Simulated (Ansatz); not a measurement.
# GeNH3Cl (SMILES [NH2][GeH][Cl]): UPBE-QIDH/cc-pVDZ

Aim: the energy change on altering one bond length of GeNH3Cl at UPBE-QIDH/cc-pVDZ, from 2 runs. 

Program for the calculation: Ansatz 0.2.0.

72 further runs of the same task are left out: 72 set aside as unsound or not needed.

## 1. The molecule

GeNH3Cl: 6 atoms, total charge 0, spin state doublet. SMILES: `[NH2][GeH][Cl]`. The coordinates come from a PBE0-D4/def2-TZVP relaxation. This is one conformer, not always the lowest.

Bond lengths: N1–Ge2 1.836 Å, Ge2–Cl3 2.169 Å, N1–H4 1.011 Å, N1–H5 1.011 Å, Ge2–H6 1.560 Å. Angles: N1–Ge2–Cl3 104.1°, N1–Ge2–H6 106.5°, Cl3–Ge2–H6 107.8°, Ge2–N1–H4 115.7°, Ge2–N1–H5 115.6°, H4–N1–H5 109.9°.

## 2. A single-point energy at UPBE-QIDH/cc-pVDZ

File input.yaml:

```yaml
crystal:
  periodic: [false, false, false]
  atoms:
    - {symbol: N, position_ang: [-0.446300, 0.317900, -0.788300]}
    - {symbol: Ge, position_ang: [0.075400, -0.151000, 0.908100]}
    - {symbol: Cl, position_ang: [1.243000, -1.956900, 0.623300]}
    - {symbol: H, position_ang: [-0.984500, 1.171200, -0.861400]}
    - {symbol: H, position_ang: [-0.888700, -0.414300, -1.327200]}
    - {symbol: H, position_ang: [1.043200, 0.969100, 1.399300]}
basis:
  gaussian: {orbitals: cc-pVDZ}
hamiltonian: {xc: {name: PBE-QIDH}}
correlation: {frozen_orbitals: {Cl: 5, Ge: 9, H: 0, "N": 1}}
accuracy: high
magnetization: {spin_polarized: true, initial_magnetization: 1}
output: {orbitals: {seedname: orbitals}}
```

The run is started by

```console
ansatz run input.yaml --threads 1 --pin off --max-ram 3480MiB --events-out events.jsonl --progress --plain --runs-dir runs
```

The log of the run:

```text
Warning: RAYON_NUM_THREADS=1 ignored (pool sized by the plan → 1); use --threads N
Functional definition: PBE-QIDH
  name "PBE-QIDH"
  parameter a = 3^(-1/3)
  parameter c = 1/3
  exchange = (1 - a)*pbe_x + a*exact_x
  correlation = (1 - c)*pbe_c + c*(mp2_os + mp2_ss)
1672 factors; integrals over basis functions are off by at most 4.7e-9 eV
mean field evaluation 1: about -70545.7476 eV, gradient 2.5e1 eV
mean field evaluation 2: about -70545.7557 eV, gradient 2.5e1 eV
mean field evaluation 4: about -70548.6074 eV, gradient 1.9e0 eV
mean field evaluation 8: about -70548.6487 eV, gradient 8.8e-2 eV
mean field evaluation 16: about -70548.6489 eV, gradient 1.6e-4 eV
mean field -70548.64893603 eV, -2592.6150288075 hartree, gradient 5.1e-8 eV, S^2 0.757970; 0 other end points of the search recorded, 0 dependent functions left out
15 core orbitals not correlated: weight in the atoms' cores, before any rotation towards them, 1.000 or more for the frozen orbitals, at most 0.000 for the correlated occupied ones
reference -70548.64893695 eV, -2592.6150288412 hartree; 15, 14 occupied and 44, 45 virtual orbitals, 1672 factors
second order -12.55144552 eV of doubles, -0.00000000 eV of singles
Total energy: -70552.83275213 eV, -2592.7687812130 hartree
```

It took 14 s on 1 thread of Arm Neoverse V1, shared host; peak memory 0.37 GiB.

## 3. The distorted shape

File input.yaml:

```yaml
crystal:
  periodic: [false, false, false]
  atoms:
    - symbol: N
      position_ang: [-0.313572, 0.537573, -0.626620]
    - symbol: Ge
      position_ang: [0.208128, 0.068673, 1.069780]
    - symbol: Cl
      position_ang: [1.375728, -1.737227, 0.784980]
    - symbol: H
      position_ang: [-0.851772, 1.390873, -0.699720]
    - symbol: H
      position_ang: [-0.888700, -0.414300, -1.327200]
    - symbol: H
      position_ang: [1.175928, 1.188773, 1.560980]
basis:
  gaussian:
    orbitals: cc-pVDZ
magnetization:
  spin_polarized: true
  initial_magnetization: 1
hamiltonian:
  xc: {name: PBE-QIDH}
correlation:
  frozen_orbitals: {Cl: 5, Ge: 9, H: 0, "N": 1}
accuracy: high
output: {orbitals: {seedname: orbitals}}
```

The run is started by

```console
ansatz run input.yaml --threads 1 --pin off --max-ram 3480MiB --events-out events.jsonl --progress --plain --runs-dir runs
```

The log of the run (excerpt; [...] marks lines left out):

```text
Warning: RAYON_NUM_THREADS=1 ignored (pool sized by the plan → 1); use --threads N
[... 2 set-up lines as earlier in the session ...]
[...]
1677 factors; integrals over basis functions are off by at most 4.4e-9 eV
[...]
mean field -70547.35924925 eV, -2592.5676336923 hartree, gradient 3.9e-8 eV, S^2 0.759240; 0 other end points of the search recorded, 0 dependent functions left out
15 core orbitals not correlated: weight in the atoms' cores, before any rotation towards them, 1.000 or more for the frozen orbitals, at most 0.000 for the correlated occupied ones
reference -70547.35925018 eV, -2592.5676337264 hartree; 15, 14 occupied and 44, 45 virtual orbitals, 1677 factors
second order -12.85873617 eV of doubles, -0.00000000 eV of singles
Total energy: -70551.64549557 eV, -2592.7251503391 hartree
```

Run time: 15 s. Hardware: 1 thread of Arm Neoverse V1, shared host; peak memory 0.36 GiB.

## 4. Outcome

Level: UPBE-QIDH/cc-pVDZ, 15 core orbitals frozen.

```
                                                                 quantity           value
                                                first shape: total energy  -2592.76878 Eh
    first shape: HOMO energy (SCF part's orbitals) (highest over α and β)        -7.95 eV
     first shape: LUMO energy (SCF part's orbitals) (lowest over α and β)        -0.92 eV
                                                        first shape: ⟨S²⟩           0.758
                                            distorted shape: total energy  -2592.72515 Eh
distorted shape: HOMO energy (SCF part's orbitals) (highest over α and β)        -7.91 eV
 distorted shape: LUMO energy (SCF part's orbitals) (lowest over α and β)        -0.86 eV
                                                    distorted shape: ⟨S²⟩           0.759
        energy change with the N1–H5 bond stretched from 1.011 to 1.314 Å        1.187 eV
```

What this shows: With the N1–H5 bond stretched from 1.011 to 1.314 Å the energy rises by 1.19 eV (115 kJ/mol). The first shape isn't relaxed at this level, so the change isn't measured from a minimum.
